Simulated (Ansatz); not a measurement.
# C: rigid cleavage

The task, for C: open the crystal across a (0 0 1) plane.

A COD entry behind a cell of this session may itself be a prediction, so a difference from it is no test against experiment.

Method: DFT r2SCAN, scalar-relativistic, plane waves, PAW, in Ansatz 0.2.0.

2 further runs of the same task are left out: 2 set aside as unsound or not needed. Runs told in other sessions of the task aren't counted.

**1. The system as given**

Symmetry: P6_3/mmc, No. 194, hexagonal system. Conventional cell: a = 2.503 Å, b = 2.503 Å, c = 4.169 Å, α = 90.00°, β = 90.00°, γ = 120.00°. Around C (site symmetry 3m) lie 4 C at 1.54 to 1.56 Å.

Coordinates:

```cif
data_structure
_symmetry_space_group_name_H-M 'P 1'
_symmetry_Int_Tables_number 1
_cell_length_a 2.5032
_cell_length_b 2.5032
_cell_length_c 12.5067
_cell_angle_alpha 90.000
_cell_angle_beta 90.000
_cell_angle_gamma 60.000
_cell_volume 67.87
loop_
_atom_site_label
_atom_site_type_symbol
_atom_site_fract_x
_atom_site_fract_y
_atom_site_fract_z
_atom_site_occupancy
C1 C 0.33333 0.33333 0.02091 1
C2 C 0.33333 0.33333 0.35424 1
C3 C 0.33333 0.33333 0.68758 1
C4 C 0.66667 0.66667 0.18758 1
C5 C 0.66667 0.66667 0.52091 1
C6 C 0.66667 0.66667 0.85424 1
C7 C 0.33333 0.33333 0.14576 1
C8 C 0.33333 0.33333 0.47909 1
C9 C 0.33333 0.33333 0.81242 1
C10 C 0.66667 0.66667 0.31242 1
C11 C 0.66667 0.66667 0.64576 1
C12 C 0.66667 0.66667 0.97909 1
```

It is built from the cell relaxed beforehand with the same method (5.66 Å³/atom).

**2. The undisturbed cell**

input.yaml

```yaml
crystal:
  lattice:
    - [-2.5031935029, 0.0, 0.0]
    - [-1.2515967515, -2.1678291641, 0.0]
    - [0.0, 0.0, 12.5066525147]
  atoms:
    - { symbol: C, position: [0.3333333333, 0.3333333333, 0.0209111756] }
    - { symbol: C, position: [0.3333333333, 0.3333333333, 0.3542445089] }
    - { symbol: C, position: [0.3333333333, 0.3333333333, 0.6875778422] }
    - { symbol: C, position: [0.6666666667, 0.6666666667, 0.1875778422] }
    - { symbol: C, position: [0.6666666667, 0.6666666667, 0.5209111756] }
    - { symbol: C, position: [0.6666666667, 0.6666666667, 0.8542445089] }
    - { symbol: C, position: [0.3333333333, 0.3333333333, 0.1457554911] }
    - { symbol: C, position: [0.3333333333, 0.3333333333, 0.4790888244] }
    - { symbol: C, position: [0.3333333333, 0.3333333333, 0.8124221578] }
    - { symbol: C, position: [0.6666666667, 0.6666666667, 0.3124221578] }
    - { symbol: C, position: [0.6666666667, 0.6666666667, 0.6457554911] }
    - { symbol: C, position: [0.6666666667, 0.6666666667, 0.9790888244] }
basis:
  ecutwfc: 500
kpoints:
  mp_grid: { grid: [10, 10, 2] }
hamiltonian:
  xc: r2scan
scf:
  occupations: { method: gaussian, width: 0.05 }
output:
  forces: true
  stress: true
  eigenvalues: true
```

The run is started by

```sh
$ ansatz run input.yaml --threads 2 --pin off --max-ram 5120MiB --backend cpu --events-out ev --progress --plain --runs-dir out
```

Further runs follow: At d = 1.00 Å; point d = 3.00 Å; d = 0.50 Å; point d = 2.00 Å; d = 6.00 Å; point d = -0.30 Å; point d = 0.25 Å; d = 1.50 Å; d = 0.75 Å; point d = -0.15 Å.

Before running it: what results should come out? Wanted: largest traction sampled.

As calculated:

```
                quantity                    value
    energy at d = 6.00 Å               16.11 J/m²
largest traction sampled  110.9 GPa at d = 0.50 Å
```

What this shows: The energy levels off at 16.11 J/m², the work to make two unrelaxed faces. The traction peaks at 110.9 GPa near 0.50 Å, an estimate of the ideal strength of rigid blocks on this coarse sampling. The gap on the mesh, 3.81 eV at the start, reads zero at d = 3.00. Layers here are held mostly by dispersion, which this level lacks, so their spacing and the stiffness across them are unreliable there.
